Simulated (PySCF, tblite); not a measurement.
**C₆H₁₀F₂SSi: geometry, infrared bands and NMR shifts**

Wanted: the infrared bands and NMR shifts of C₆H₁₀F₂SSi (`CS[SiH2][C@H]1CC=C1C(F)F`), by calculation.

Computed with tblite 0.8.0 and PySCF 2.14.0, with density-fitted response routines of our own, on a single molecule in the gas phase. Atoms count from 0, in the outputs and in this text.

### 1 The starting structure

20 atoms, charge 0, multiplicity 1; geometry from: force field or distance geometry start.

Bonds of the start (Å): C0–S1 1.81, S1–Si2 2.14, Si2–C3 1.92, C3–C4 1.56, C4–C5 1.52, C5–C6 1.35, C6–C7 1.55, C7–F8 1.36, C7–F9 1.35, C6–C3 1.52, C0–H10 1.10, C0–H11 1.09, C0–H12 1.08, Si2–H13 1.48, Si2–H14 1.49, C3–H15 1.08, C4–H16 1.10, C4–H17 1.10, C5–H18 1.09, C7–H19 1.09.

### 2 Relaxing the molecule with GFN2-xTB

The job: settings as JSON, then the geometry in Å.

```
{"job": {"kind": "relax", "xc": "GFN2-xTB", "basis": "xTB"}, "charge": 0, "multiplicity": 1}
C      3.931500     0.754800     0.203100
S      2.714900    -0.583200     0.138300
Si     0.868400     0.439000    -0.188300
C     -0.552400    -0.846800    -0.332600
C     -0.926800    -1.569600     0.999900
C     -2.323000    -1.013400     0.779800
C     -1.959700    -0.271300    -0.293800
C     -2.685000     0.739300    -1.216100
F     -2.194000     0.645400    -2.481700
F     -2.461700     2.005000    -0.801200
H      3.690900     1.447300     1.018300
H      3.932900     1.302200    -0.740900
H      4.914200     0.342600     0.385300
H      0.660100     1.372000     0.945100
H      1.003100     1.235900    -1.440500
H     -0.359100    -1.540800    -1.143900
H     -0.419200    -1.227000     1.908400
H     -0.837500    -2.665300     0.948300
H     -3.237800    -1.118400     1.358000
H     -3.764900     0.563000    -1.241600
```

Started as:

```sh
$ OMP_NUM_THREADS=1 python probes_run.py task.json out
```

This one command runs all jobs of the session in turn.

**Question.** This job is followed by: GFN2-xTB harmonic vibrations, gas phase; GIAO PBE0/pcSseg-1 NMR shielding, non-relativistic, gas phase. Predict these results of the whole session: strongest single infrared mode (GFN2-xTB); zero-point energy (GFN2-xTB); 13C shifts against TMS (PBE0/pcSseg-1); 1H shifts against TMS (PBE0/pcSseg-1, means over atoms taken as alike); 33S shifts against CS2 (PBE0/pcSseg-1); 29Si shifts against TMS (PBE0/pcSseg-1); 19F shifts against CFCl3 (PBE0/pcSseg-1).

**Answer**, as computed:

```
                                                              quantity                                               value
                             strongest single infrared mode (GFN2-xTB)                                716 cm⁻¹, 368 km/mol
                                          zero-point energy (GFN2-xTB)                                       89.3 kcal/mol
                                13C shifts against TMS (PBE0/pcSseg-1)           152.7, 144.5, 116.1, 33.0, 29.5, 14.0 ppm
1H shifts against TMS (PBE0/pcSseg-1, means over atoms taken as alike)  6.53, 6.52, 5.00, 4.52, 2.88, 2.84, 2.62, 2.02 ppm
                                33S shifts against CS2 (PBE0/pcSseg-1)                                            -221 ppm
                               29Si shifts against TMS (PBE0/pcSseg-1)                                           -14.6 ppm
                              19F shifts against CFCl3 (PBE0/pcSseg-1)                                  -120.6, -145.9 ppm
```

**Reading.** Over 84 steps the energy fell by 0.219 eV; of the close pairs, C6–C7 changed most, 1.549 to 1.483 Å. All 54 modes are real, so the xTB geometry is a minimum. The strongest single mode, at 716 cm⁻¹, is carried by H14, H13, Si2. GFN2-xTB is a fitted tight-binding method: band positions and strengths are rough. Its intensities can rank the bands wrongly. The most deshielded hydrogen is H18 (hydrogen on an alkene CH), at 6.53 ppm: olefinic region. At PBE0/pcSseg-1: Shielding is most anisotropic at S1 (span 265 ppm, paramagnetic term -336 ppm).
